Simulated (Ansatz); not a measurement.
# CH6BOP, SMILES COBP: harmonic frequencies at the relaxed geometry

Computed with Ansatz 0.2.0 through its Python package.

Script `ch6bop_freq.py`:
```python
"""Vibrations of CH6BOP."""

import itertools

import ansatz as az
from ase import Atoms
from ase.data import atomic_numbers, covalent_radii
import numpy as np

atoms = Atoms(["C", "O", "B", "P", "H", "H", "H", "H", "H", "H"], positions=[
    (-1.3478, -0.1258, -0.4738),
    (-0.7643, -0.5936, 0.7188),
    (0.3927, 0.2588, 1.0385),
    (2.1622, -0.238, 0.4465),
    (-0.6429, -0.1999, -1.3343),
    (-1.7284, 0.9164, -0.3642),
    (-2.2205, -0.7684, -0.7113),
    (0.2482, 1.2225, 1.7066),
    (1.6885, -1.2715, -0.4581),
    (2.2123, 0.7997, -0.5687),
])
ch6bop = az.Crystal.molecule_from_ase(atoms)

setup = (
    ch6bop.calculation()
    .basis(gaussian="def2-SVP")
    .functional("pbe")
)
symbols = [site.symbol for site in ch6bop.cartesian_sites]
start = np.array([site.position_ang for site in ch6bop.cartesian_sites], dtype=float)
rep = setup.relax(force_tolerance=0.003).run(threads=1).report
end = np.array(rep["positions_ang"])

# pairs closer than 1.2 times the sum of covalent radii, before or after
radius = [covalent_radii[atomic_numbers[s]] for s in symbols]
span = lambda where, i, j: np.linalg.norm(where[i] - where[j])
bonded = [(i, j) for i, j in itertools.combinations(range(len(symbols)), 2) if min(span(start, i, j), span(end, i, j)) < 1.2 * (radius[i] + radius[j])]
print("pair        before    after (A)")
for i, j in bonded:
    print(f"{symbols[i]}{i}-{symbols[j]}{j}".ljust(10), f"{span(start, i, j):8.4f} {span(end, i, j):8.4f}")

# frequencies need a stationary point, so they are taken at the relaxed geometry
minimum = az.Crystal.molecule()
for symbol, place in zip(symbols, end):
    minimum = minimum.atom(symbol, place.tolist())
vibrating = (
    minimum.calculation()
    .basis(gaussian="def2-SVP")
    .functional("pbe")
    .phonons(temperatures=(200, 600, 100))
)
vib = vibrating.run(threads=1).report["vibrations"]
sums = vib["harmonic_sums"]
modes = [m["omega_inv_cm"] for m in sums["modes_at_gamma"] if m["rigid_motion"] == "no"]
print("frequencies (1/cm):", " ".join(f"{w:.0f}" for w in modes))
print("imaginary modes:", sum(w < 0 for w in modes), " zero-point energy:", round(sums["zero_point_energy_ev"], 4), "eV")
print("T (K)   F_vib (eV)   S_vib (meV/K)   C_vib (meV/K)")
for row in zip(sums["temperatures_k"], sums["vibrational_free_energy_ev"], vib["entropy_ev_per_k"], vib["heat_capacity_ev_per_k"]):
    print(f"{row[0]:6.1f} {row[1]:11.4f} {1000 * row[2]:13.4f} {1000 * row[3]:15.4f}")

# all hydrogen replaced by deuterium
heavier = vibrating.phonons(masses={"H": 2.014102}).run(threads=1).report["vibrations"]["harmonic_sums"]
print("deuterated (1/cm):", " ".join(f"{m['omega_inv_cm']:.0f}" for m in heavier["modes_at_gamma"] if m["rigid_motion"] == "no"))
print("zero-point energy falls by", round(sums["zero_point_energy_ev"] - heavier["zero_point_energy_ev"], 4), "eV")
```

```console
$ python ch6bop_freq.py
pair        before    after (A)
C0-O1        1.4077   1.4220
C0-H4        1.1148   1.1094
C0-H5        1.1149   1.1112
C0-H6        1.1095   1.1095
O1-B2        1.4722   1.3537
B2-P3        1.9309   1.9271
B2-H7        1.1815   1.2253
P3-H8        1.4529   1.4366
P3-H9        1.4526   1.4362
frequencies (1/cm): 132 160 202 212 345 543 619 787 838 969 1050 1081 1140 1149 1337 1414 1416 1442 2339 2361 2492 2952 3051 3057
imaginary modes: 0  zero-point energy: 1.9272 eV
T (K)   F_vib (eV)   S_vib (meV/K)   C_vib (meV/K)
 200.0      1.9012        0.3382          0.4324
 300.0      1.8567        0.5504          0.6291
 400.0      1.7912        0.7581          0.8209
 500.0      1.7053        0.9598          0.9888
 600.0      1.5996        1.1530          1.1309
deuterated (1/cm): 97 141 163 182 315 407 481 642 691 761 807 888 932 948 1019 1024 1095 1354 1676 1699 1848 2117 2265 2269
zero-point energy falls by 0.4504 eV
```

What to keep in mind:
- These settings explore the input space; basis and method may be short of convergence.
- The frequencies are harmonic and unscaled, in a modest basis. The result belongs to the one conformer reached from this start, and soft torsions count as harmonic oscillators.
- Finished in 3.3 min on 1 thread of Arm Neoverse V2, with other jobs on the host, peak memory 0.22 GiB.

(A comment or docstring line of the script was reworded after the run, the code is as it ran; lines on the test bed's own set-up are left out of the output.)
